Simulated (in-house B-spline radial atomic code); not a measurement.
**Pr²⁺: excited configurations**

Aim: the energies of several excited configurations of Pr²⁺ above a reference configuration, each from its own self-consistent run.

The numbers are computed with in-house B-spline radial atomic code version 1 (Dirac-Hartree-Fock, average of configuration, Fermi nucleus, basis-set limit), except any that are marked as measured or tabulated.

## 1. The atom as given

* element: praseodymium (Z = 59)
* charge: +2
* electrons: 57
* configuration: [Xe] 4f3
* Hamiltonian: Dirac-Coulomb
* nucleus: Fermi, rms radius 4.892 fm

The outer shells:

[Xe] 4f3
```
[Xe] core
4f [↑ ][↑ ][↑ ][  ][  ][  ][  ]
```

The boxes draw the filling by Hund's rule, which heavy ions in jj coupling don't follow; these runs average over all states of the configuration.

Settings, as recorded:

```ini
Z = 59
electrons = 57.0
configuration = [Xe] 4f3
hamiltonian = dirac
method = hf
spin_polarised = False
nucleus = fermi
rms_radius = 4.8919
mass_number = 141
atomic_mass = 140.907659604
speed_of_light = 137.035999084
```

From the earlier run of the reference: total energy -9237.623694 hartree. Levels, eight at most:

```csv
orbital,occupation,energy (eV),<r> (bohr)
4p3/2,4,-251.32,0.6674
4d3/2,4,-141.96,0.7234
4d5/2,6,-138.18,0.7334
5s1/2,2,-61.332,1.533
5p1/2,2,-41.563,1.712
5p3/2,4,-38.546,1.792
4f5/2,1.28571,-21.575,1.075
4f7/2,1.71429,-21.267,1.087
```

## 2. Configuration [Xe] 4f2 6f1

Settings, as recorded:

```ini
Z = 59
electrons = 57.0
configuration = [Xe] 4f2 6f1
hamiltonian = dirac
method = hf
spin_polarised = False
nucleus = fermi
rms_radius = 4.8919
mass_number = 141
atomic_mass = 140.907659604
speed_of_light = 137.035999084
```

## 3. [Kr] 4d10 4f3 5s2 5p5 6d1

The settings differ from step 2 so:

```diff
@@ -2,3 +2,3 @@
 electrons = 57.0
-configuration = [Xe] 4f2 6f1
+configuration = [Kr] 4d10 4f3 5s2 5p5 6d1
 hamiltonian = dirac
```

## 4. Configuration [Xe] 4f2 7g1

The settings differ from step 3 so:

```diff
@@ -2,3 +2,3 @@
 electrons = 57.0
-configuration = [Kr] 4d10 4f3 5s2 5p5 6d1
+configuration = [Xe] 4f2 7g1
 hamiltonian = dirac
```

## 5. Run with [Xe] 4f2 7f1

The settings differ from step 4 so:

```diff
@@ -2,3 +2,3 @@
 electrons = 57.0
-configuration = [Xe] 4f2 7g1
+configuration = [Xe] 4f2 7f1
 hamiltonian = dirac
```

## 6. Configuration [Xe] 4f2 7p1

The settings differ from step 5 so:

```diff
@@ -2,3 +2,3 @@
 electrons = 57.0
-configuration = [Xe] 4f2 7f1
+configuration = [Xe] 4f2 7p1
 hamiltonian = dirac
```

## 7. [Kr] 4d9 4f3 5s2 5p6 9g1

The settings differ from step 6 so:

```diff
@@ -2,3 +2,3 @@
 electrons = 57.0
-configuration = [Xe] 4f2 7p1
+configuration = [Kr] 4d9 4f3 5s2 5p6 9g1
 hamiltonian = dirac
```

**Question.** How far above the reference does each configuration lie (order and size, in eV)?

As calculated:

| net move | configuration | energy above the reference (eV) | with Breit, QED, recoil (eV) | largest <r> (bohr) |
| --- | --- | --- | --- | --- |
| 4f → 7p | [Xe] 4f2 7p1 | 10.464 | 10.578 | 8.11 |
| 4f → 6f | [Xe] 4f2 6f1 | 13.045 | 13.156 | 10.6 |
| 4f → 7f | [Xe] 4f2 7f1 | 14.530 | 14.641 | 16.1 |
| 4f → 7g | [Xe] 4f2 7g1 | 15.410 | 15.522 | 21.1 |
| 5p → 6d | [Kr] 4d10 4f3 5s2 5p5 6d1 | 30.069 | 30.030 | 6.30 |
| 4d → 9g | [Kr] 4d9 4f3 5s2 5p6 9g1 | 131.81 | 131.80 | 37.1 |

Quantum defects of the promoted electron, δ = n − ζ/√(−2ε) with ζ = 3 and ε its orbital energy in hartree:

| promotion | δ |
| --- | --- |
| 4f → 7p | 2.946 |
| 4f → 6f | 0.993 |
| 4f → 7f | 0.991 |
| 4f → 7g | 0.004 |
| 5p → 6d | 2.237 |
| 4d → 9g | 0.006 |

**Reading.** The energies run from 10.464 eV (4f → 7p) to 131.81 eV (4d → 9g). 2 of them lie more than 2 % above the ionisation threshold that Koopmans' theorem gives (21.267 eV), where such states can decay by emitting an electron. Of those tabulated, the defect is largest for 7p (2.95) and least for 7g (0.00): low angular momentum penetrates the core, high angular momentum stays outside it. Two partly filled shells share a symmetry and can mix in the average, which may lower the energy, for: 4f → 6f; 4f → 7f. These are averages over configurations, without correlation, not spectroscopic levels.
